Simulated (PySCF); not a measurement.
# HgF−: bond curves at several levels of theory

One table from this session's results is given with a row withheld; the runs are named, their logs left out.

The runs use PySCF 2.14.0; Hg def2-SVPD with ECP60, F def2-SVPD, scalar-relativistic core potentials.

1 further run of the same task is left out (set aside as unsound or not needed).

Set-up of the first run:

A driver script around PySCF takes these settings:

```
atoms                         : Hg, F
charge                        : -1
basis                         : Hg def2-SVPD with ECP60, F def2-SVPD
Hamiltonian                   : scalar-relativistic core potentials
basis functions               : 58
electrons treated             : 30
masses in u                   : 201.9706, 18.9984
levels                        : PBE0, PBE, r²SCAN, MN15, B97-3, M06-L, ωB97X, HF, MP2, SCS-MP2, CCSD, CCSD(T)
grid                          : 80 radial by 434 angular points
occupations                   : held fixed by the projection of orbital angular momentum
dissociation limit            : Hg + F−, each in its ground configuration
starting distance in angstrom : 2.090
values of 2S to try           : 0, 2
```

Command:

```bash
$ OMP_NUM_THREADS=1 python dia.py task.json out
```

Among the steps run: Input; PBE0 along the bond; PBE; r²SCAN (meta-GGA); MN15 (hybrid meta-GGA); B97-3 (global hybrid GGA); M06-L (meta-GGA); ωB97X; RHF; Correlated methods on the Hartree–Fock reference.

One table of the session follows, with a row left open; its other results are not shown here.

```
      level  Re (Å)  ωe (cm⁻¹)  De (eV)
        RHF   2.376      236.5     0.72
    RHF-MP2   2.407      234.1     0.73
RHF-SCS-MP2   2.424      225.7     0.69
   RHF-CCSD   2.400      236.2     0.76
RHF-CCSD(T)   2.394      241.1     0.79
        PBE       ?          ?        ?
     r²SCAN   2.356      258.0     0.93
      M06-L   2.366      258.4     0.94
       PBE0   2.369      246.9     0.79
      B97-3   2.423      222.1     0.72
       MN15   2.357      255.1     0.88
      ωB97X   2.365      252.9     0.95
```

**Question.** Estimate the row for PBE.

As computed: Re (Å): 2.406; ωe (cm⁻¹): 234.1; De (eV): 0.79. In the column «Re (Å)» it lies between RHF-CCSD (2.400) and RHF-MP2 (2.407).

De is counted to Hg + F− in their ground configurations.
